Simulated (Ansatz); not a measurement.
# BePd: response to strain

Aim: deform BePd (zz strain of +2 %) and compute stress, forces and field gradients with LAPW, PAW and all-electron datasets made for the crystal.

Computed with Ansatz 0.2.0 (DFT LDA, scalar-relativistic, unless a step's input says otherwise).

## 1. The structure to begin with

It takes space group Pm-3m (No. 221, cubic). The conventional cell has a = 2.813 Å, b = 2.813 Å, c = 2.813 Å, α = 90.00°, β = 90.00°, γ = 90.00°. Around Be (site symmetry m-3m) lie 8 Pd at 2.44 Å. Pd (site symmetry m-3m) is surrounded by 8 Be at 2.44 Å.

As a file:

```
Be Pd
1.0
     2.81300    0.00000    0.00000
     0.00000    2.81300    0.00000
     0.00000    0.00000    2.81300
Be Pd
1 1
Direct
  0.00000 0.00000 0.00000
  0.50000 0.50000 0.50000
```

Atoms are numbered in the order of the input: Be1, Pd2.

## 2. After the deformation

Space group Pm-3m before, P4/mmm after.

## 3. Full-potential LAPW

input.yaml

```yaml
crystal:
  lattice:
    - [2.813, 0.0, 0.0]
    - [0.0, 2.813, 0.0]
    - [0.0, 0.0, 2.86926]
  atoms:
    - { symbol: Be, position: [0.0, 0.0, 0.0] }
    - { symbol: Pd, position: [0.5, 0.5, 0.5] }
kpoints:
  mp_grid: { grid: [12, 12, 12] }
  band_path:
    path:
      - [0.0, 0.0, 0.0]
      - [0.0, 0.5, 0.0]
      - [0.5, 0.5, 0.0]
      - [0.0, 0.0, 0.0]
      - [0.0, 0.0, 0.5]
      - [0.0, 0.5, 0.5]
      - [0.5, 0.5, 0.5]
      - [0.0, 0.0, 0.5]
      - [0.0, 0.5, 0.0]
    npoints: 5
scf:
  occupations: { method: fermi_dirac, width: 0.08 }
hamiltonian:
  xc: lda
  pseudopotentials: { kind: all_electron, lapw: { basis_error: 0.001 } }
output:
  forces: true
  stress: true
  eigenvalues: true
```

Command:

```sh
$ ansatz run input.yaml --threads 1 --pin off --max-ram 3072MiB --backend cpu --events-out ev --progress --plain --runs-dir out
```

## 4. PAW on the default files

input.yaml

```yaml
crystal:
  lattice:
    - [2.813, 0.0, 0.0]
    - [0.0, 2.813, 0.0]
    - [0.0, 0.0, 2.86926]
  atoms:
    - { symbol: Be, position: [0.0, 0.0, 0.0] }
    - { symbol: Pd, position: [0.5, 0.5, 0.5] }
kpoints:
  mp_grid: { grid: [12, 12, 12] }
scf:
  occupations: { method: fermi_dirac, width: 0.08 }
hamiltonian:
  xc: lda
  pseudopotentials: { kind: paw }
output:
  forces: true
  stress: true
  eigenvalues: true
  efg: { contact_densities: true }
  write_density: true
  write_potential: true
  elf: true
  volumetric_format: npy
```

## 5. All-electron PAW on datasets made for the crystal

input.yaml: that of step 4 with these lines changed.

```diff
@@ -14,3 +14,3 @@
   xc: lda
-  pseudopotentials: { kind: paw }
+  pseudopotentials: { kind: all_electron, datasets: crystal }
 output:
@@ -20,5 +20 @@
   efg: { contact_densities: true }
-  write_density: true
-  write_potential: true
-  elf: true
-  volumetric_format: npy
```

(Steps that only read results are left out.)

What does the calculation give? Wanted: pressure; largest shear or deviatoric stress.

As calculated:

```
                                 quantity                                                 value
                                 pressure  LAPW -11.13, PAW -11.10, crystal datasets -11.13 GPa
largest shear or deviatoric stress (LAPW)                                              0.50 GPa
```

**Reading.** The largest part of the stress beyond the pressure is 0.50 GPa in size, in the zz component; the atoms are carried along and not relaxed. No run of the undeformed cell stands beside it, so the pressure holds what the given cell had before the change. PAW: stress within 0.04 GPa of LAPW. Crystal datasets: stress within 0.01 GPa of LAPW.
